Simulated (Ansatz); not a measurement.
# GaH₃S₂: one species, many methods

How much do the methods differ for GaH₃S₂? The plan is to run it at one geometry with functionals of several rungs and with coupled cluster, and see how far each lands from CCSD(T) at the basis-set limit for the atomisation energy.

The runs use Ansatz 0.2.0, Gaussian basis; functionals in def2-TZVPP, the program's frozen cores in correlated methods.

Plan: LDA (SPW92), PBE-D4, revPBE-D4, BLYP-D4, r2SCAN-D4, B97M-V, PBE0-D4, B3LYP-D4, r2SCANh-D4, r2SCAN0-D4, HSE06-D4, BHLYP-D4, CAM-B3LYP-D4, LC-ωPBE, ωB97X-V, ωB97M-V, B2PLYP, PBE-QIDH; CCSD(T)/def2-SVP; CCSD(T)/def2-TZVPP; CCSD(T)/def2-QZVPP; extrapolation to the limit; RPA on PBE.

## Step 1: Structure used throughout

All runs share one geometry, relaxed beforehand with PBE0-D4 in a triple-zeta def2 set.

SMILES `[SH][GaH][SH]`, 6 atoms, charge 0, spin multiplicity 1.

Atoms are counted from 1 here; the program's logs count them from 0.

Bond lengths: S1–Ga2 2.198 Å, S1–H4 1.343 Å, Ga2–S3 2.198 Å, Ga2–H5 1.553 Å, S3–H6 1.343 Å. Angles: Ga2–S1–H4 95.2°, S1–Ga2–S3 120.4°, S1–Ga2–H5 119.8°, S3–Ga2–H5 119.8°, Ga2–S3–H6 95.2°.

## Step 2: LDA

This LDA is Slater exchange with PW92 correlation.

Input file in.yaml:

```yaml
crystal:
  periodic: [false, false, false]
  atoms:
    - {symbol: S, position_ang: [-1.552039, -1.066645, -0.380949]}
    - {symbol: Ga, position_ang: [0.321644, -0.007383, -0.825287]}
    - {symbol: S, position_ang: [1.411312, 1.043522, 0.767944]}
    - {symbol: H, position_ang: [-1.557799, -0.762601, 0.926938]}
    - {symbol: H, position_ang: [0.879533, -0.001492, -2.274891]}
    - {symbol: H, position_ang: [0.539449, 0.730600, 1.740043]}
basis:
  gaussian: {orbitals: def2-TZVPP}
hamiltonian: {xc: lda}
output: {orbitals: {seedname: orbitals}}
```

Launch:

```bash
$ ansatz run in.yaml --threads 2 --pin off --events-out ev --progress --plain --max-ram 32768MiB --backend cpu
```

The runs that follow: PBE-D4 (GGA); revPBE-D4 (GGA); BLYP-D4 (GGA); r2SCAN-D4 (meta-GGA); B97M-V (meta-GGA); PBE0-D4 (hybrid); B3LYP-D4 (hybrid); r2SCANh-D4 (hybrid); r2SCAN0-D4 (hybrid); HSE06-D4 (hybrid); BHLYP-D4 (hybrid); CAM-B3LYP-D4 (range-separated); LC-ωPBE (range-separated); ωB97X-V (range-separated); ωB97M-V (range-separated); B2PLYP (double hybrid); PBE-QIDH (double hybrid); CCSD(T) in def2-SVP; CCSD(T) in def2-TZVPP; CCSD(T) in def2-QZVPP; RPA on PBE orbitals.

Q: Predict the results of all the runs planned. Wanted: atomisation energy, CCSD(T)/CBS; farthest beyond LDA; mean size of error, GGA; mean size of error, meta-GGA; mean size of error, hybrid; mean size of error, range-separated; mean size of error, double hybrid; gap, smallest and largest; T1 diagnostic.

As calculated:

```
                               quantity                                            value
        atomisation energy, CCSD(T)/CBS                                   387.7 kcal/mol
functionals within 3.9 kcal/mol (1.0 %)  PBE-D4, r2SCAN-D4, r2SCANh-D4, ωB97X-V, ωB97M-V
                    farthest beyond LDA                        BHLYP-D4 (-15.3 kcal/mol)
                mean size of error, GGA                                     7.6 kcal/mol
           mean size of error, meta-GGA                                     3.8 kcal/mol
             mean size of error, hybrid                                     6.2 kcal/mol
    mean size of error, range-separated                                     4.7 kcal/mol
      mean size of error, double hybrid                                     7.7 kcal/mol
              gap, smallest and largest        4.33 eV (LDA (SPW92)), 11.11 eV (LC-ωPBE)
                          T1 diagnostic                                           0.0129
triples share of the correlation energy                                            4.4 %
```

In words: The LDA atomisation energy is off by 53.9 kcal/mol (14 %): it overbinds. PBE-D4 is off by -0.9 kcal/mol. Double hybrids carry the basis error of their MP2 part in triple zeta, and no dispersion term here, so their miss is partly the set-up's. By mean error the best rung here is meta-GGA (3.8 kcal/mol) and the worst beyond LDA is double hybrid (7.7 kcal/mol). The gap between the best rungs is small, so their order is not settled. The reference freezes the cores and leaves out relativity and excitations past (T), and its outer-core shells are covered unevenly, so misses under about 3.9 kcal/mol can't be ranked. Hartree-Fock recovers 70 % of the binding; the rest is correlation. CCSD(T) in def2-SVP is off by -32.2 kcal/mol, so the small basis spoils what the method gains. The gap grows from 4.3 to 11.1 eV across the functionals, mostly with the share of exact exchange. Correlated methods include outer-core shells of Ga, which these sets cover unevenly.
